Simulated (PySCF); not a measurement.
# C4H11AsBN: electronic excitations

Aim: predict the electronic excitations of C4H11AsBN (`[AsH2]BN1CCCC1`).

Programs: PySCF 2.14.0, with density-fitted response routines of our own. Each step states its level of theory. These are calculated values for one molecule in the gas phase, unless marked as measured. Atoms count from 0, in the outputs and in this text.

## (1) The starting structure

18 atoms, charge 0, multiplicity 1; geometry from: GFN2-xTB.

Bonds of the start (Å): As0–B1 2.02, B1–N2 1.38, N2–C3 1.46, C3–C4 1.53, C4–C5 1.53, C5–C6 1.53, C6–N2 1.46, As0–H7 1.50, As0–H8 1.51, B1–H9 1.18, C3–H10 1.10, C3–H11 1.10, C4–H12 1.09, C4–H13 1.09, C5–H14 1.09, C5–H15 1.09, C6–H16 1.09, C6–H17 1.10.

## (2) Excited states and response: CAM-B3LYP/def2-SVPD

Job settings and geometry (Å):

```
{"job": {"kind": "uv", "xc": "CAM-B3LYP", "basis": "def2-SVPD", "nstates": 8, "ntriplets": 3}, "charge": 0, "multiplicity": 1}
As     3.196029     0.084986    -0.580421
B      1.620021     0.817864     0.456644
N      0.339787     0.396759     0.174516
C     -0.004620    -0.614333    -0.816647
C     -1.528195    -0.594986    -0.920949
C     -1.942313    -0.162570     0.482734
C     -0.876063     0.876050     0.819527
H      4.163708     0.217225     0.561113
H      2.935219    -1.344109    -0.172461
H      1.744217     1.649555     1.281409
H      0.485244    -0.397755    -1.773079
H      0.347039    -1.598840    -0.476729
H     -1.937010    -1.561682    -1.207964
H     -1.848573     0.150079    -1.650796
H     -2.949169     0.247256     0.524485
H     -1.876884    -1.007376     1.169937
H     -0.721782     0.995086     1.893215
H     -1.155416     1.853109     0.403816
```

Method: TDDFT CAM-B3LYP/def2-SVPD, vertical, gas phase, core orbitals frozen in the response.

Launch:

```sh
$ OMP_NUM_THREADS=1 python probes_run.py task.json out
```

One launch serves the whole session: the jobs run in the order shown.

What will the session give for the following? lowest singlet (CAM-B3LYP/def2-SVPD); brightest single state of those computed; lowest triplet. Wanted: lowest singlet; brightest single state of those computed; lowest triplet.

As calculated:

```
                                quantity                        value
    lowest singlet (CAM-B3LYP/def2-SVPD)  5.62 eV (221 nm), f = 0.050
brightest single state of those computed  state 3, 6.47 eV, f = 0.175
                          lowest triplet                      4.86 eV
```

**Reading.** The first singlet state (HOMO→LUMO 0.68, HOMO→LUMO+1 0.17) lies at 5.62 eV and is weak; of the 8 states computed, the strongest absorption comes from state 3 at 6.47 eV. The lowest triplet lies 0.76 eV below the lowest singlet (triplets in Tamm-Dancoff, singlets in full TDDFT).
